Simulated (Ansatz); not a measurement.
# C2H7NSSi: the cost of one run

Method: RKS revPBE-D4/def2-SVP, in Ansatz 0.2.0.

### Step 1. The system as given

Bond lengths: C1–C2 1.334 Å, C2–N3 1.417 Å, C2–Si4 1.946 Å, Si4–S5 2.176 Å, C1–H6 1.162 Å, C1–H7 1.070 Å, N3–H8 0.987 Å, N3–H9 1.036 Å, Si4–H10 1.537 Å, Si4–H11 1.405 Å, S5–H12 1.329 Å. Angles (14 of 16 angles, heavy atoms first): C1–C2–N3 124.5°, C1–C2–Si4 115.3°, N3–C2–Si4 120.3°, C2–Si4–S5 104.4°, C2–C1–H6 117.9°, C2–C1–H7 127.9°, C2–N3–H8 110.3°, C2–N3–H9 111.3°, C2–Si4–H10 104.8°, C2–Si4–H11 113.0°, S5–Si4–H10 107.5°, S5–Si4–H11 113.8°, Si4–S5–H12 94.9°, H6–C1–H7 114.1°.

Coordinates:

```xyz
12

C     0.5689    1.5887    0.2565
C    -0.1256    0.4512    0.2105
N    -1.5401    0.3730    0.2527
Si    0.9418   -1.1671    0.0460
S     0.4914   -1.9114   -1.9489
H    -0.0240    2.5864    0.3132
H     1.6298    1.7146    0.1915
H    -1.8231   -0.4475    0.7230
H    -1.9520    1.2331    0.6580
H     0.3250   -2.1495    1.0549
H     2.3107   -0.9473    0.2734
H    -0.7259   -1.3793   -1.9968
```

### Step 2. End point A

input.yaml reads:

```yaml
crystal:
  periodic: [false, false, false]
  atoms:
    - { symbol: C, position_ang: [0.5689, 1.5887, 0.2565] }
    - { symbol: C, position_ang: [-0.1256, 0.4512, 0.2105] }
    - { symbol: "N", position_ang: [-1.5401, 0.373, 0.2527] }
    - { symbol: Si, position_ang: [0.9418, -1.1671, 0.046] }
    - { symbol: S, position_ang: [0.4914, -1.9114, -1.9489] }
    - { symbol: H, position_ang: [-0.024, 2.5864, 0.3132] }
    - { symbol: H, position_ang: [1.6298, 1.7146, 0.1915] }
    - { symbol: H, position_ang: [-1.8231, -0.4475, 0.723] }
    - { symbol: H, position_ang: [-1.952, 1.2331, 0.658] }
    - { symbol: H, position_ang: [0.325, -2.1495, 1.0549] }
    - { symbol: H, position_ang: [2.3107, -0.9473, 0.2734] }
    - { symbol: H, position_ang: [-0.7259, -1.3793, -1.9968] }
basis:
  gaussian: { orbitals: def2-SVP }
hamiltonian:
  xc: revpbe
  dispersion: d4
relax:
  f_tol: 0.015
  max_steps: 40
```

Command:

```console
$ ansatz run input.yaml --threads 2 --pin off --max-ram 3072MiB --backend cpu --events-out ev --progress --plain --runs-dir out
```

What time and memory should one allow on 2 threads of Arm Neoverse V1, shared host?

About 100 s, with a peak of 0.15 GiB.
